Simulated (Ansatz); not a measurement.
# AsH2+ (triplet): wave-function methods side by side at distance As1–H2 = 3.286 Å, cc-pVDZ

Aim: climb from Hartree-Fock through coupled cluster and multireference methods for AsH2+ (triplet) at one geometry and basis, and see what each rung misses.

The runs use Ansatz 0.2.0, Gaussian basis; cc-pVDZ, core rule «outside noble gas», up to 14 orbitals frozen.

The runs, in order: UHF; CCSD(T) on ROHF; CCSD(T) on UHF; BCCD(T) on ROHF; CISD; CCSDT(Q) on ROHF; CCSDT(Q) on UHF; CASSCF and MRCISD+Q, 4 electrons in 4 orbitals; CASSCF and NEVPT2, 4 electrons in 4 orbitals; CASSCF and MRCISD+Q, 6 electrons in 6 orbitals; CASSCF and NEVPT2, 6 electrons in 6 orbitals; Full CI.

14 further runs of the same task are left out: 12 that didn't finish, 2 set aside as unsound or not needed.

**1. The system**

The geometry derives from a PBE0/def2-TZVP stationary point (not a proven minimum). One bond is set to the value named and the two fragments are kept rigid. No spin-orbit coupling is included. The filled d shell of As may be among the frozen orbitals whatever the setting's name suggests; the logs give the count.

3 atoms, charge 1, spin multiplicity 3.

Atoms are counted from 1 here; the program's logs count them from 0.

Bond lengths: As1–H3 1.511 Å.

Coordinates:

| atom | x (Å) | y (Å) | z (Å) |
| --- | --- | --- | --- |
| As1 | 0.0000 | -0.0303 | 0.0204 |
| H2 | 0.0000 | 1.5544 | -2.8582 |
| H3 | 0.0000 | 0.6986 | 1.3444 |

**2. UHF**

in.yaml

```yaml
crystal:
  periodic: [false, false, false]
  atoms:
    - {symbol: As, position_ang: [0.000000, -0.030310, 0.020366]}
    - {symbol: H, position_ang: [0.000000, 1.554425, -2.858246]}
    - {symbol: H, position_ang: [0.000000, 0.698585, 1.344377]}
basis:
  gaussian: {orbitals: cc-pVDZ}
total_charge: 1
magnetization: {spin_polarized: true, initial_magnetization: 2}
hamiltonian: {xc: hf}
output: {orbitals: {seedname: orbitals}}
```

On the command line:

```sh
$ ansatz run in.yaml --threads 1 --pin off --events-out ev --progress --plain --max-ram 2393MiB
```

The runs that follow: CCSD(T) on ROHF; CCSD(T) on UHF; BCCD(T) on ROHF; CISD; CCSDT(Q) on ROHF; CCSDT(Q) on UHF; CASSCF and MRCISD+Q, 4 electrons in 4 orbitals; CASSCF and NEVPT2, 4 electrons in 4 orbitals; CASSCF and MRCISD+Q, 6 electrons in 6 orbitals; CASSCF and NEVPT2, 6 electrons in 6 orbitals; Full CI.

Q: Predict the results of all the runs planned. Wanted: FCI below the RHF energy; RMP2 from FCI; UMP2 from FCI; RCCSD from FCI; RCCSD(T) from FCI; UCCSD(T) from FCI; RCCSDT(Q) from FCI; UCCSDT(Q) from FCI; MRCISD+Q pair from FCI.

**Answer**, as computed:

```
                         quantity                                                                                               value
         FCI below the RHF energy                                                                                          -2.5177 eV
                    RMP2 from FCI                                                                                     +15.09 kcal/mol
                    UMP2 from FCI                                                                                     +15.18 kcal/mol
                   RCCSD from FCI                                                                                      +1.23 kcal/mol
                RCCSD(T) from FCI                                                                                      +0.30 kcal/mol
                UCCSD(T) from FCI                                                                                      +0.21 kcal/mol
               RCCSDT(Q) from FCI                                                                                       0.00 kcal/mol
               UCCSDT(Q) from FCI                                                                                      -0.08 kcal/mol
           MRCISD+Q pair from FCI                                                                                      -0.87 kcal/mol
          NEVPT2 valence from FCI                                                                                      +9.72 kcal/mol
        MRCISD+Q valence from FCI                                                                                      -0.09 kcal/mol
levels within 1 kcal/mol (43 meV)  RCCSD(T), UCCSD(T), BCCD(T), RCCSDT, UCCSDT, RCCSDT(Q), UCCSDT(Q), MRCISD+Q pair, MRCISD+Q valence
                    T1 diagnostic                                                                                               0.018
   effectively unpaired electrons                                                                                                2.04
```

In words: RCCSD(T) misses by +0.30 kcal/mol, 0.5 % of the correlation energy. UCCSDT, UCCSDT(Q), MRCISD+Q pair, MRCISD+Q valence fall below full CI: unrestricted runs freeze a spin-polarised core, another one than full CI's, and coupled cluster isn't variational. One determinant dominates. Of the multireference levels listed MRCISD+Q valence comes nearest in total energy (-0.09 kcal/mol), which doesn't show that its space is the better one. These misses are within one basis, not against nature; the frozen cores of restricted and unrestricted runs differ, which can shift their rows.
